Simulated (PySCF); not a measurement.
# C3H7GaSSi: the cost of one run

Computed with PySCF 2.14.0, with density-fitted response routines of our own, on a single molecule in the gas phase. Atoms count from 0, in the outputs and in this text.

### 1 The starting structure

13 atoms, charge 0, multiplicity 1; geometry from: GFN2-xTB.

Bonds of the start (Å): C0–C1 1.20, C1–C2 1.44, C2–Ga3 2.07, Ga3–S4 2.23, S4–Si5 2.16, C0–H6 1.05, C2–H7 1.10, C2–H8 1.10, Ga3–H9 1.59, Si5–H10 1.45, Si5–H11 1.47, Si5–H12 1.47.

### 2 Ultraviolet spectrum: CAM-B3LYP/def2-SVPD

The job: settings as JSON, then the geometry in Å.

```
{"job": {"kind": "uv", "xc": "CAM-B3LYP", "basis": "def2-SVPD", "nstates": 8, "ntriplets": 3}, "charge": 0, "multiplicity": 1}
C      3.603579     0.590161     0.519073
C      2.801566    -0.100211    -0.046874
C      1.799461    -0.897425    -0.704719
Ga    -0.061803    -0.113397    -0.270238
S     -1.892532    -1.004092    -1.191840
Si    -3.325675     0.327845    -0.275085
H      4.337408     1.170589     0.993618
H      1.950355    -0.890626    -1.793032
H      1.849215    -1.940506    -0.364000
H     -0.224604     1.129320     0.712884
H     -4.581112    -0.150649    -0.832507
H     -3.250773     0.175190     1.181397
H     -3.009474     1.704286    -0.668900
```

With the program's defaults for keys left out, this is: TDDFT CAM-B3LYP/def2-SVPD, vertical, gas phase, core orbitals frozen in the response.

Started as:

```console
$ OMP_NUM_THREADS=1 python probes_run.py task.json out
```

The driver reads the jobs from task.json and runs them one after another.

Q: Estimate the wall time and peak memory of this job on 1 thread of Arm Neoverse N1, shared host.

About 84 s, with a peak of 0.95 GiB.
